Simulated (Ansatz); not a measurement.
This script makes a scan of the energy under strain of Al, space group P6_3/mmc with the Ansatz DFT code, driven from Python.

The script, `strain_al.py`:
```python
"""A rhombohedral strain scan of Al."""

import ansatz as az
import numpy as np

VECTORS = np.array([
    [2.812455, 0.0, 0.0],
    [-1.406228, 2.435658, 0.0],
    [0.0, 0.0, 4.86685],
])
SITES = [
    ("Al", [2 / 3, 1 / 3, 0.75]),
    ("Al", [1 / 3, 2 / 3, 0.25]),
]


def on_lattice(cell):
    crystal = az.Crystal(lattice=az.Lattice.of(cell))
    for symbol, position in SITES:
        crystal = crystal.atom(symbol, position)
    return crystal


def main() -> None:
    # clamped ions: the fractional positions stay as typed
    values = np.linspace(-0.02, 0.02, 7)
    energies = []
    for d in values:
        strain = d / 2 * (np.ones((3, 3)) - np.eye(3))
        cell = VECTORS @ (np.eye(3) + strain)
        calculation = (
            on_lattice(cell).calculation()
            .functional("PBEsol")
            .basis(550)
            .occupations(az.OccupationsMethod.FERMI_DIRAC, width=50 * az.meV)
            .kpoints(14, 14, 7)
            .stress()
        )
        data = calculation.run(threads=1, pin="off").report
        energies.append(data["free_energy_ev"] / len(SITES))
        s = data["stress_gpa"]
        print(f"d = {d:+.4f}  stress xx yy zz xy (GPa, compression positive): {s[0][0]:8.3f} {s[1][1]:8.3f} {s[2][2]:8.3f} {s[0][1]:8.3f}")
    energies = np.array(energies)

    for value, e in zip(values, energies):
        print(f"strain {value:7.3f}   E - Emin = {1000 * (e - energies.min()):9.3f} meV/atom")
    curvature = 2 * np.polyfit(values, energies, 3)[1]
    volume = abs(np.linalg.det(VECTORS)) / len(SITES)
    print(f"d2E/dd2 over the volume: {curvature / volume * 160.21766:.1f} GPa")


if __name__ == "__main__":
    main()
```

How much energy does this rhombohedral strain cost, and what curvature follows?

Against the unstrained cell the energy per atom changes by +1.75 meV at one end of the scan and +2.43 meV at the other, and its second derivative over the volume is 98.6 GPa.

The run itself:

```console
$ python strain_al.py
d = -0.0200  stress xx yy zz xy (GPa, compression positive):   -0.773   -0.797   -2.409    0.998
d = -0.0133  stress xx yy zz xy (GPa, compression positive):   -0.767   -0.791   -2.565    0.717
d = -0.0067  stress xx yy zz xy (GPa, compression positive):   -0.744   -0.743   -2.721    0.375
d = +0.0000  stress xx yy zz xy (GPa, compression positive):   -0.714   -0.714   -2.800   -0.000
d = +0.0067  stress xx yy zz xy (GPa, compression positive):   -0.757   -0.735   -2.711   -0.491
d = +0.0133  stress xx yy zz xy (GPa, compression positive):   -0.806   -0.760   -2.561   -0.893
d = +0.0200  stress xx yy zz xy (GPa, compression positive):   -0.808   -0.683   -2.504   -1.105
strain  -0.020   E - Emin =     1.753 meV/atom
strain  -0.013   E - Emin =     0.889 meV/atom
strain  -0.007   E - Emin =     0.248 meV/atom
strain   0.000   E - Emin =     0.000 meV/atom
strain   0.007   E - Emin =     0.339 meV/atom
strain   0.013   E - Emin =     1.306 meV/atom
strain   0.020   E - Emin =     2.429 meV/atom
d2E/dd2 over the volume: 98.6 GPa
```

Notes:
- The curvature belongs to this strain pattern and to the cell's stress; it equals a single elastic constant only for simple patterns.
- In a metal a curvature from energy changes of a few meV or less hangs on mesh and smearing, in size and even in sign.
- This isn't the structure that Al takes at ambient conditions.
- The ions keep their fractional positions (clamped ions).
- Timing: 50 s on 1 thread of Intel(R) Xeon(R) Processor @ 2.30GHz (shared host), peak memory 0.73 GiB.
